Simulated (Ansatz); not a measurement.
# ClF2H5Si: the cost of one run

Program: Ansatz 0.2.0. Level of theory: RKS PBE-D4/def2-SVP. These are calculated values, not measurements.

## Step 1: The system as given

Bond lengths: Si1–Cl2 2.493 Å, Si1–H3 1.450 Å, Si1–H4 1.469 Å, Si1–H5 1.450 Å, Si1–F7 1.998 Å. Angles: Cl2–Si1–H3 78.9°, Cl2–Si1–H4 166.8°, Cl2–Si1–H5 80.2°, Cl2–Si1–F7 81.3°, H3–Si1–H4 104.3°, H3–Si1–H5 134.5°, H3–Si1–F7 110.9°, H4–Si1–H5 105.2°, H4–Si1–F7 85.6°, H5–Si1–F7 105.2°.

Coordinates:

```xyz
9

Si   -0.3893    1.0918   -0.6713
Cl    1.4691   -0.5570   -0.8825
H    -0.7167    0.4609   -1.9356
H    -1.5995    1.8451   -0.3181
H     0.7142    1.9030   -0.1962
H    -0.2925   -1.0600    1.2812
F    -0.8658   -0.0966    0.8622
H     1.1776   -1.6396    0.4591
F     0.5030   -1.9477    1.4011
```

## Step 2: Pulling towards end A

Springs on the bonds that form and break draw the guess towards this end; the thresholds are loose.

The input, input.yaml:

```yaml
crystal:
  periodic: [false, false, false]
  atoms:
    - { symbol: Si, position_ang: [-0.3893, 1.0918, -0.6713] }
    - { symbol: Cl, position_ang: [1.4691, -0.557, -0.8825] }
    - { symbol: H, position_ang: [-0.7167, 0.4609, -1.9356] }
    - { symbol: H, position_ang: [-1.5995, 1.8451, -0.3181] }
    - { symbol: H, position_ang: [0.7142, 1.903, -0.1962] }
    - { symbol: H, position_ang: [-0.2925, -1.06, 1.2812] }
    - { symbol: F, position_ang: [-0.8658, -0.0966, 0.8622] }
    - { symbol: H, position_ang: [1.1776, -1.6396, 0.4591] }
    - { symbol: F, position_ang: [0.503, -1.9477, 1.4011] }
basis:
  gaussian: { orbitals: def2-SVP }
hamiltonian:
  xc: pbe
  dispersion: d4
relax:
  f_tol: 0.15
  max_steps: 25
  restrain:
    - { distance: [0, 6], at: 2.98, k: 30.0 }
    - { distance: [5, 8], at: 2.18, k: 30.0 }
    - { distance: [7, 1], at: 2.63, k: 30.0 }
    - { distance: [0, 1], at: 2.13, k: 30.0 }
    - { distance: [5, 6], at: 0.88, k: 30.0 }
    - { distance: [7, 8], at: 0.88, k: 30.0 }
output:
  orbitals: {}
```

The run is started by

```bash
$ ansatz run input.yaml --threads 2 --pin off --max-ram 3072MiB --backend cpu --events-out ev --progress --plain --runs-dir out
```

Q: Estimate wall time and peak memory on 2 threads of Arm Neoverse V1, shared host.

About 26 s, with a peak of 0.12 GiB.
